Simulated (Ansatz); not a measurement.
**PbAuCl3: what a guessed cell relaxes into**

Aim: relax a trial structure of PbAuCl3 and see where it ends.

Computed with Ansatz 0.2.0 (DFT PBE, scalar-relativistic, plane waves, PAW, unless a step's input says otherwise).

1 further run of the same task is left out (it didn't finish).

## Step 1: The structure to begin with

Symmetry: Pm-3m, No. 221, cubic system. The conventional cell has a = 5.295 Å, b = 5.295 Å, c = 5.295 Å, α = 90.00°, β = 90.00°, γ = 90.00°. Pb (site symmetry m-3m) is surrounded by 6 Cl at 2.65 Å. Au (site symmetry m-3m) has 12 Cl at 3.74 Å as nearest neighbours. Cl (site symmetry 4/mmm) is surrounded by 2 Pb at 2.65 Å and 4 Au at 3.74 Å.

As a file:

```
Pb Au Cl
1.0
     5.29541    0.00000    0.00000
     0.00000    5.29541    0.00000
     0.00000    0.00000    5.29541
Pb Au Cl
1 1 3
Direct
  0.50000 0.50000 0.50000
  0.00000 0.00000 0.00000
  0.00000 0.50000 0.50000
  0.50000 0.00000 0.50000
  0.50000 0.50000 0.00000
```

The cell is invented: species swapped into a database cell of CsPbCl3 (Pm-3m, No. 221), with Au on the Cs sites. Its size is a rough estimate.

## Step 2: Probe: one point on a coarse mesh

input.yaml

```yaml
crystal:
  lattice:
    - [5.29540724, 0.0, 0.0]
    - [0.0, 5.29540724, 0.0]
    - [0.0, 0.0, 5.29540724]
  atoms:
    - { symbol: Pb, position: [0.5, 0.5, 0.5] }
    - { symbol: Au, position: [0.0, 0.0, 0.0] }
    - { symbol: Cl, position: [0.0, 0.5, 0.5] }
    - { symbol: Cl, position: [0.5, 0.0, 0.5] }
    - { symbol: Cl, position: [0.5, 0.5, 0.0] }
basis:
  ecutwfc: 420
kpoints:
  mp_grid: { grid: [4, 4, 4] }
hamiltonian:
  xc: pbe
scf:
  occupations: { method: gaussian, width: 0.1 }
  lower_state_search: "off"
output:
  forces: true
  stress: true
  eigenvalues: true
```

The run is started by

```
$ ansatz run input.yaml --threads 1 --pin off --max-ram 2560MiB --backend cpu --events-out ev --progress --plain --runs-dir out
```

The session goes on with these runs: spin check on a coarse mesh; coarse relaxation; full relaxation.

What does the calculation give? Wanted: conventional cell; volume; energy over the elements; gap on the mesh.

As calculated:

```
                                                              quantity                                                                      value
                                symmetry at the end (tolerance 0.05 Å)                                                space group Pm-3m (No. 221)
                                                     conventional cell  a = 5.539 Å, b = 5.539 Å, c = 5.539 Å, α = 90.00°, β = 90.00°, γ = 90.00°
                                                                volume                                                              33.99 Å³/atom
energy over the elements (uncorrected; H, N, O, F and Cl as molecules)                                                              -0.22 eV/atom
                                                       gap on the mesh                                                               none (metal)
```

**Reading.** The space group Pm-3m (No. 221) is kept, and the volume per atom grows by 14.5 % from the first guess. A negative formation energy is needed for stability but isn't enough; other structures and compounds were not set against it here. No finished test with a distortion of lower symmetry is shown, so the end may be a saddle point. The runs treat Au, Pb without spin-orbit coupling. Other magnetic orders were not searched.
